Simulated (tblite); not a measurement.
# C5H16O2Si2: the cost of one run

The runs use tblite 0.8.0 and PySCF 2.14.0, with density-fitted response routines of our own; the level of theory stands in each step. All values are computed, except where a source is named. Atoms count from 0, in the outputs and in this text.

### Step 1. Starting geometry

25 atoms, charge 0, multiplicity 1; geometry from: force field or distance geometry start.

Bonds of the start (Å): C0–C1 1.51, C1–C2 1.49, C1–C3 1.52, C1–C4 1.55, C4–O5 1.39, O5–Si6 1.71, Si6–O7 1.74, O7–Si8 1.71, C0–H9 1.10, C0–H10 1.13, C0–H11 1.11, C2–H12 1.13, C2–H13 1.13, C2–H14 1.10, C3–H15 1.12, C3–H16 1.08, C3–H17 1.10, C4–H18 1.11, C4–H19 1.11, Si6–H20 1.48, Si6–H21 1.45, Si8–H22 1.48, Si8–H23 1.48, Si8–H24 1.45.

### Step 2. Geometry optimisation with GFN2-xTB

What the job is given:

```
{"job": {"kind": "relax", "xc": "GFN2-xTB", "basis": "xTB"}, "charge": 0, "multiplicity": 1}
C     -2.863800     0.218600     1.094600
C     -1.756200     0.121400     0.079600
C     -1.992400    -1.085600    -0.764200
C     -1.649800     1.345200    -0.812900
C     -0.459500     0.001000     0.914700
O      0.594900    -0.096500     0.012400
Si     2.132500    -0.228000     0.747200
O      3.192000     0.826400    -0.137700
Si     4.526800    -0.113900    -0.637800
H     -3.092700     1.260700     1.370000
H     -3.783800    -0.332700     0.728200
H     -2.603400    -0.316900     2.030900
H     -2.776200    -0.799800    -1.526200
H     -1.080900    -1.379400    -1.358800
H     -2.332900    -1.913600    -0.122200
H     -0.579900     1.432300    -1.120900
H     -2.267700     1.221400    -1.696100
H     -1.863700     2.280600    -0.267500
H     -0.341200     0.962300     1.451800
H     -0.504800    -0.865800     1.607400
H      2.170400     0.245900     2.143600
H      2.687000    -1.566800     0.658200
H      5.675800     0.733800    -1.039500
H      4.106600    -0.871500    -1.841600
H      4.852100    -1.054700     0.414600
```

Launch:

```sh
$ OMP_NUM_THREADS=1 python probes_run.py task.json out
```

The driver reads the jobs from task.json and runs them one after another.

**Question.** How long does this first job take on 1 thread of Arm Neoverse V1, shared host, and how much memory does it need?

About 1.5 s, with a peak of 0.18 GiB.
